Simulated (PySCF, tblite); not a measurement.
# C7H13BFN: geometry, infrared bands and NMR shifts

Aim: predict the infrared bands and NMR shifts of C7H13BFN (`C=C(C)BN1CC[C@@H](F)C1`).

Programs: tblite 0.8.0 and PySCF 2.14.0, with density-fitted response routines of our own. Each step states its level of theory. These are calculated values for one molecule in the gas phase, unless marked as measured. Atoms are numbered from 0 throughout.

### 1 The molecule as given

23 atoms, charge 0, multiplicity 1; geometry from: force field or distance geometry start.

Bonds of the start (Å): C0–C1 1.34, C1–C2 1.48, C1–B3 1.56, B3–N4 1.50, N4–C5 1.46, C5–C6 1.51, C6–C7 1.53, C7–F8 1.38, C7–C9 1.51, C9–N4 1.47, C0–H10 1.08, C0–H11 1.07, C2–H12 1.10, C2–H13 1.11, C2–H14 1.13, B3–H15 1.22, C5–H16 1.10, C5–H17 1.10, C6–H18 1.10, C6–H19 1.09, C7–H20 1.11, C9–H21 1.10, C9–H22 1.09.

### 2 Geometry optimisation with GFN2-xTB

The job: settings as JSON, then the geometry in Å.

```
{"job": {"kind": "relax", "xc": "GFN2-xTB", "basis": "xTB"}, "charge": 0, "multiplicity": 1}
C      2.767200    -1.368400    -0.315000
C      2.196100    -0.196600    -0.022600
C      2.971700     1.029100    -0.329300
B      0.798800    -0.050900     0.645500
N     -0.492900    -0.498700     0.031300
C     -1.071900     0.521800    -0.845900
C     -2.520800     0.102500    -0.813600
C     -2.694200     0.086300     0.707000
F     -3.879300    -0.490700     1.105800
C     -1.489900    -0.743400     1.081500
H      2.245800    -2.288900    -0.104800
H      3.735500    -1.359300    -0.775400
H      3.998100     0.762400    -0.630700
H      2.944700     1.702000     0.556600
H      2.463000     1.513400    -1.218900
H      0.705300     0.498300     1.726100
H     -1.006700     1.497200    -0.342000
H     -0.637600     0.504000    -1.854800
H     -3.209200     0.812700    -1.293700
H     -2.563900    -0.919400    -1.182500
H     -2.572100     1.144100     1.033400
H     -1.030200    -0.412800     2.028400
H     -1.662200    -1.817600     1.096600
```

The run is started by

```sh
$ OMP_NUM_THREADS=1 python probes_run.py task.json out
```

The driver reads the jobs from task.json and runs them one after another.

**Question.** This job is followed by: GFN2-xTB harmonic vibrations, gas phase; GIAO PBE0/pcSseg-1 NMR shielding, non-relativistic, gas phase. Predict these results of the whole session: strongest single infrared mode (GFN2-xTB); zero-point energy (GFN2-xTB); ¹³C shifts against TMS (PBE0/pcSseg-1); ¹H shifts against TMS (PBE0/pcSseg-1, means over atoms taken as alike); ¹¹B shifts against BF3·OEt2 (PBE0/pcSseg-1); ¹⁵N shifts against NH3 (PBE0/pcSseg-1); ¹⁹F shifts against CFCl3 (PBE0/pcSseg-1).

**Answer**, as computed:

| quantity | value |
| --- | --- |
| strongest single infrared mode (GFN2-xTB) | 2595 cm⁻¹, 158 km/mol |
| zero-point energy (GFN2-xTB) | 119.9 kcal/mol |
| ¹³C shifts against TMS (PBE0/pcSseg-1) | 161.7, 120.7, 98.2, 64.2, 50.8, 38.7, 26.3 ppm |
| ¹H shifts against TMS (PBE0/pcSseg-1, means over atoms taken as alike) | 5.52, 5.39, 5.21, 4.96, 4.57, 3.99, 3.62, 2.85, 2.26, 2.10, 1.90 ppm |
| ¹¹B shifts against BF3·OEt2 (PBE0/pcSseg-1) | 36.5 ppm |
| ¹⁵N shifts against NH3 (PBE0/pcSseg-1) | 154.6 ppm |
| ¹⁹F shifts against CFCl3 (PBE0/pcSseg-1) | -190.8 ppm |

The optimisation took 209 steps and gained 1.631 eV; among the close pairs (by a distance rule), B3–N4 changed most, from 1.499 to 1.379 Å. No mode is imaginary among the 63: a minimum at this level. The strongest single mode, at 2595 cm⁻¹, moves mainly H15. GFN2-xTB is a fitted tight-binding method: band positions and strengths are rough. Its intensities can rank the bands wrongly. C1 (fully substituted alkene carbon) lies farthest downfield among carbon, at 161.7 ppm; an sp2 carbon of a C=C bond. At PBE0/pcSseg-1: The largest span, 266 ppm, is at C1, where the paramagnetic term is -238 ppm.
